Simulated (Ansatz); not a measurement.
**CHF3O3S (triflic acid) at 3 levels**

We compute a comparison of 3 runs (HF/STO-3G, B3LYP/6-31G*, PBE/6-31G*) of CHF3O3S (triflic acid). 

The results are computed with Ansatz 0.2.0.

115 further runs of the same task are left out: 1 that didn't finish, 114 set aside as unsound or not needed.

## Step 1: Starting point

The species is CHF3O3S (9 atoms), meant as a singlet with charge 0. SMILES: `O=S(=O)(O)C(F)(F)F`. The S2–C5 distance was set to 2.403 Å, away from the relaxed value.

Bond lengths: O1–S2 1.422 Å, S2–O3 1.414 Å, S2–O4 1.577 Å, C5–F6 1.327 Å, C5–F7 1.320 Å, C5–F8 1.319 Å, O4–H9 0.968 Å. Angles: O1–S2–O3 123.8°, O1–S2–O4 109.3°, O3–S2–O4 107.4°, F6–C5–F7 109.4°, F6–C5–F8 109.2°, F7–C5–F8 109.7°, S2–O4–H9 109.3°.

## Step 2: A single-point energy at HF/STO-3G (run 1)

run.yaml reads:

```yaml
crystal:
  periodic: [false, false, false]
  atoms:
    - {symbol: O, position_ang: [1.551503, -1.054580, 1.261625]}
    - {symbol: S, position_ang: [0.387113, -1.251650, 0.470255]}
    - {symbol: O, position_ang: [0.233093, -2.310360, -0.454085]}
    - {symbol: O, position_ang: [-0.884127, -1.250660, 1.404005]}
    - {symbol: C, position_ang: [0.003130, 0.796730, -0.725230]}
    - {symbol: F, position_ang: [-0.076560, 1.801740, 0.138180]}
    - {symbol: F, position_ang: [1.014380, 1.004120, -1.547510]}
    - {symbol: F, position_ang: [-1.120920, 0.723830, -1.412290]}
    - {symbol: H, position_ang: [-0.664557, -0.822710, 2.244475]}
basis:
  gaussian: {orbitals: STO-3G}
hamiltonian: {xc: hf}
accuracy: high
output: {orbitals: {seedname: orbitals}}
```

Launch:

```
ansatz run run.yaml --threads 1 --pin off --max-ram 3480MiB --events-out events.jsonl --progress --plain --runs-dir runs
```

The program printed:

```text
Warning: RAYON_NUM_THREADS=1 ignored (pool sized by the plan → 1); use --threads N
Functional definition: HF
  name "HF"
  exchange = exact_x
  correlation = 0
981 factors; integrals over basis functions are off by at most 5.9e-8 eV
mean field evaluation 1: about -25738.4590 eV, gradient 5.9e1 eV
mean field evaluation 2: about -25738.7719 eV, gradient 5.9e1 eV
mean field evaluation 4: about -25750.7560 eV, gradient 5.8e0 eV
mean field evaluation 8: about -25750.9053 eV, gradient 2.0e-1 eV
mean field -25750.90555530 eV, -946.3283245665 hartree, gradient 2.2e-8 eV, S^2 0.000000; 0 other end points of the search recorded, 0 dependent functions left out
reference -25750.90555530 eV, -946.3283245665 hartree; 37, 37 occupied and 8, 8 virtual orbitals, 981 factors
Total energy: -25750.90555530 eV, -946.3283245665 hartree
```

Run time: 1.6 s. Hardware: 1 thread of Intel Xeon Platinum 8259CL at 2.50GHz (Skylake/Cascade Lake), shared host; peak memory 0.13 GiB.

## Step 3: A single-point energy at B3LYP/6-31G(d) (spherical functions) (run 2)

in.yaml reads:

```yaml
crystal:
  periodic: [false, false, false]
  atoms:
    - {symbol: O, position_ang: [1.551503, -1.054580, 1.261625]}
    - {symbol: S, position_ang: [0.387113, -1.251650, 0.470255]}
    - {symbol: O, position_ang: [0.233093, -2.310360, -0.454085]}
    - {symbol: O, position_ang: [-0.884127, -1.250660, 1.404005]}
    - {symbol: C, position_ang: [0.003130, 0.796730, -0.725230]}
    - {symbol: F, position_ang: [-0.076560, 1.801740, 0.138180]}
    - {symbol: F, position_ang: [1.014380, 1.004120, -1.547510]}
    - {symbol: F, position_ang: [-1.120920, 0.723830, -1.412290]}
    - {symbol: H, position_ang: [-0.664557, -0.822710, 2.244475]}
basis:
  gaussian:
    orbitals: 6-31G_st_-spherical.json
hamiltonian:
  xc: {name: B3LYP}
accuracy: high
output: {orbitals: {seedname: orbitals}}
```

The basis set 6-31G* is read from a file made from the Basis Set Exchange's data (not shown).

Launch:

```
ansatz run in.yaml --threads 1 --pin off --max-ram 3480MiB --events-out events.jsonl --progress --plain --runs-dir runs
```

The program printed:

```text
Warning: RAYON_NUM_THREADS=1 ignored (pool sized by the plan → 1); use --threads N
Functional definition: B3LYP
  name "B3LYP"
  parameter a0 = 0.2
  parameter ax = 0.72
  parameter ac = 0.81
  exchange = (1 - a0 - ax)*slater_x + ax*b88_x + a0*exact_x
  correlation = (1 - ac)*vwn_rpa_c + ac*lyp_c
2633 factors; integrals over basis functions are off by at most 4.4e-9 eV
mean field evaluation 1: about -26162.1951 eV, gradient 8.9e1 eV
mean field evaluation 2: about -26118.1553 eV, gradient 1.7e2 eV
mean field evaluation 4: about -26175.0447 eV, gradient 1.3e1 eV
mean field evaluation 8: about -26175.7545 eV, gradient 1.6e0 eV
mean field evaluation 16: about -26175.7597 eV, gradient 6.8e-4 eV
mean field -26175.75969071 eV, -961.9414260664 hartree, gradient 9.8e-8 eV, S^2 0.000000; 0 other end points of the search recorded, 0 dependent functions left out
reference -26175.75972105 eV, -961.9414271816 hartree; 37, 37 occupied and 81, 81 virtual orbitals, 2633 factors
Total energy: -26175.75972105 eV, -961.9414271816 hartree
```

It took 16 s on 1 thread of Intel Xeon Platinum 8259CL at 2.50GHz (Skylake/Cascade Lake), shared host; peak memory 0.53 GiB.

## Step 4: A single-point energy at PBE/6-31G(d) (spherical functions) (run 3)

molecule.yaml reads:

```yaml
basis:
  gaussian:
    orbitals: 6-31G_st_-spherical.json
crystal:
  periodic: [false, false, false]
  atoms:
    - symbol: O
      position_ang: [1.551503, -1.054580, 1.261625]
    - symbol: S
      position_ang: [0.387113, -1.251650, 0.470255]
    - symbol: O
      position_ang: [0.233093, -2.310360, -0.454085]
    - symbol: O
      position_ang: [-0.884127, -1.250660, 1.404005]
    - symbol: C
      position_ang: [0.003130, 0.796730, -0.725230]
    - symbol: F
      position_ang: [-0.076560, 1.801740, 0.138180]
    - symbol: F
      position_ang: [1.014380, 1.004120, -1.547510]
    - symbol: F
      position_ang: [-1.120920, 0.723830, -1.412290]
    - symbol: H
      position_ang: [-0.664557, -0.822710, 2.244475]
magnetization:
  spin_polarized: false
hamiltonian:
  xc: {name: PBE}
accuracy: high
output:
  orbitals: {seedname: orbitals}
```

The basis set 6-31G* is read from a file made from the Basis Set Exchange's data (not shown).

Launch:

```
ansatz run molecule.yaml --threads 1 --pin off --max-ram 3480MiB --events-out events.jsonl --progress --plain --runs-dir runs
```

The program printed:

```text
Warning: RAYON_NUM_THREADS=1 ignored (pool sized by the plan → 1); use --threads N
Functional definition: PBE
  name "PBE"
  parameter kappa = 0.804
  parameter beta = 0.06672455060314922
  exchange = pbe_x(kappa = kappa, mu = beta*pi^2/3)
  correlation = pbe_c(beta = beta)
2633 factors; integrals over basis functions are off by at most 4.4e-9 eV
mean field evaluation 1: about -26142.6405 eV, gradient 9.1e1 eV
mean field evaluation 2: about -26068.2808 eV, gradient 2.1e2 eV
mean field evaluation 4: about -26155.4594 eV, gradient 2.3e1 eV
mean field evaluation 8: about -26156.6670 eV, gradient 7.5e-1 eV
mean field evaluation 16: about -26156.6459 eV, gradient 2.6e-3 eV
mean field -26156.64590943 eV, -961.2390075600 hartree, gradient 7.5e-8 eV, S^2 0.000000; 0 other end points of the search recorded, 0 dependent functions left out
reference -26156.64591144 eV, -961.2390076342 hartree; 37, 37 occupied and 81, 81 virtual orbitals, 2633 factors
Total energy: -26156.64591144 eV, -961.2390076342 hartree
```

Run time: 13 s. Hardware: 1 thread of Intel Xeon Platinum 8259CL at 2.50GHz (Skylake/Cascade Lake), shared host; peak memory 0.38 GiB.

## Step 5: Overview of the runs

```csv
run,level,energy (Eh),HOMO energy (eV),LUMO energy (eV),HOMO–LUMO gap (eV),wall time
1,HF/STO-3G,-946.328325,-6.47,3.65,10.12,1.6 s
2,B3LYP/6-31G* (spherical functions),-961.941427,-8.13,-2.60,5.53,16 s
3,PBE/6-31G* (spherical functions),-961.239008,-6.89,-2.96,3.93,13 s
```

## Step 6: Results

| quantity | value |
| --- | --- |
| run 3: total energy | -961.23901 Eh |
| run 3: HOMO energy | -6.89 eV |
| run 3: LUMO energy | -2.96 eV |
| run 3: HOMO–LUMO gap | 3.93 eV |

**Reading.** The HOMO–LUMO gap runs from 3.93 eV (PBE/6-31G*) to 10.12 eV (HF/STO-3G). The two ends differ in method and basis. Totals of different functionals can't be ranked against each other. In run 1 the basis is minimal, so the values are rough. All runs together took 31 s, the longest 16 s.
